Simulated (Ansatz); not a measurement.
# GaH₆NSi: a ladder of functionals and wavefunction methods

An exercise on one series of results from a longer session: the logs are not shown, and one member is left open.

Method: functionals in def2-TZVPP, the program's frozen cores in correlated methods; program: Ansatz 0.2.0, Gaussian basis.

The runs, in order: LDA (SPW92), PBE-D4, revPBE-D4, BLYP-D4, r2SCAN-D4, B97M-V, PBE0-D4, B3LYP-D4, r2SCANh-D4, r2SCAN0-D4, HSE06-D4, BHLYP-D4, CAM-B3LYP-D4, LC-ωPBE, ωB97X-V, ωB97M-V, B2PLYP, PBE-QIDH; CCSD(T)/def2-SVP; CCSD(T)/def2-TZVPP; MP2/def2-QZVPP; extrapolation to the limit; RPA on PBE.

### The geometry

An earlier PBE0-D4 in a triple-zeta def2 set relaxation fixed the geometry.

SMILES `[NH2][GaH][SiH3]`, 9 atoms, charge 0, spin multiplicity 1.

Atoms are counted from 1 here; the program's logs count them from 0.

Bond lengths: N1–Ga2 1.817 Å, N1–H4 1.006 Å, N1–H5 1.006 Å, Ga2–Si3 2.403 Å, Ga2–H6 1.567 Å, Si3–H7 1.490 Å, Si3–H8 1.490 Å, Si3–H9 1.490 Å. Angles: Ga2–N1–H4 124.1°, Ga2–N1–H5 124.0°, H4–N1–H5 111.9°, N1–Ga2–Si3 117.0°, N1–Ga2–H6 115.4°, Si3–Ga2–H6 127.6°, Ga2–Si3–H7 111.0°, Ga2–Si3–H8 111.8°, Ga2–Si3–H9 111.0°, H7–Si3–H8 107.8°, H7–Si3–H9 107.3°, H8–Si3–H9 107.8°.

As a file:

```
atom    x (Å)    y (Å)    z (Å)
  N1  -0.5203   0.5486  -1.8220
 Ga2   0.6882   0.4848  -0.4672
 Si3   0.0209  -0.6602   1.5368
  H4  -0.3534   0.9990  -2.7062
  H5  -1.4373   0.1374  -1.7784
  H6   2.0563   1.1931  -0.7540
  H7   0.9351  -1.7998   1.8305
  H8  -1.3624  -1.2033   1.4303
  H9   0.0612   0.2540   2.7129
```

Set-up of the first run:

The input, in.yaml:

```yaml
crystal:
  periodic: [false, false, false]
  atoms:
    - {symbol: N, position_ang: [-0.520302, 0.548591, -1.821970]}
    - {symbol: Ga, position_ang: [0.688192, 0.484799, -0.467237]}
    - {symbol: Si, position_ang: [0.020913, -0.660177, 1.536781]}
    - {symbol: H, position_ang: [-0.353351, 0.998988, -2.706171]}
    - {symbol: H, position_ang: [-1.437274, 0.137446, -1.778359]}
    - {symbol: H, position_ang: [2.056287, 1.193109, -0.753952]}
    - {symbol: H, position_ang: [0.935081, -1.799766, 1.830533]}
    - {symbol: H, position_ang: [-1.362438, -1.203262, 1.430253]}
    - {symbol: H, position_ang: [0.061192, 0.253972, 2.712922]}
basis:
  gaussian: {orbitals: def2-TZVPP}
hamiltonian: {xc: lda}
output: {orbitals: {seedname: orbitals}}
```

Command:

```console
$ ansatz run in.yaml --threads 2 --pin off --events-out ev --progress --plain --max-ram 4352MiB
```

Among the steps run: LDA; PBE-D4 (GGA); revPBE-D4 (GGA); BLYP-D4 (GGA); r2SCAN-D4 (meta-GGA); B97M-V (meta-GGA); B3LYP-D4 (hybrid); r2SCANh-D4 (hybrid); r2SCAN0-D4 (hybrid); HSE06-D4 (hybrid); BHLYP-D4 (hybrid); CAM-B3LYP-D4 (range-separated); LC-ωPBE (range-separated); ωB97X-V (range-separated); ωB97M-V (range-separated); B2PLYP (double hybrid); PBE-QIDH (double hybrid).

One of the session's tables, all rows but one given; the rest of the session is left out.

It belongs to the step «Frontier levels by functional». 

| functional | HOMO (eV) | gap (eV) |
| --- | --- | --- |
| LDA (SPW92) | -6.37 | 4.24 |
| PBE-D4 | -6.18 | 4.26 |
| revPBE-D4 | -6.10 | 4.29 |
| BLYP-D4 | ? | ? |
| r2SCAN-D4 | -6.43 | 4.71 |
| B97M-V | -6.50 | 4.59 |
| PBE0-D4 | -7.47 | 6.31 |
| B3LYP-D4 | -7.24 | 5.86 |
| r2SCANh-D4 | -6.92 | 5.46 |
| r2SCAN0-D4 | -7.66 | 6.60 |
| HSE06-D4 | -7.06 | 5.53 |
| BHLYP-D4 | -8.61 | 8.22 |
| CAM-B3LYP-D4 | -8.88 | 8.67 |
| LC-ωPBE | -10.20 | 11.09 |
| ωB97X-V | -9.87 | 10.64 |
| ωB97M-V | -9.66 | 10.23 |

Estimate the missing values for BLYP-D4.

Worked estimate for «HOMO (eV)». Against the share of exact exchange, B3LYP-D4 (0.2, -7.24), BHLYP-D4 (0.5, -8.61) give a slope of -4.57 per unit share; at 0 the line stands at -6.33.

The run gave: HOMO (eV): -6.05; gap (eV): 4.23. In «HOMO (eV)» the line misses by -0.28.
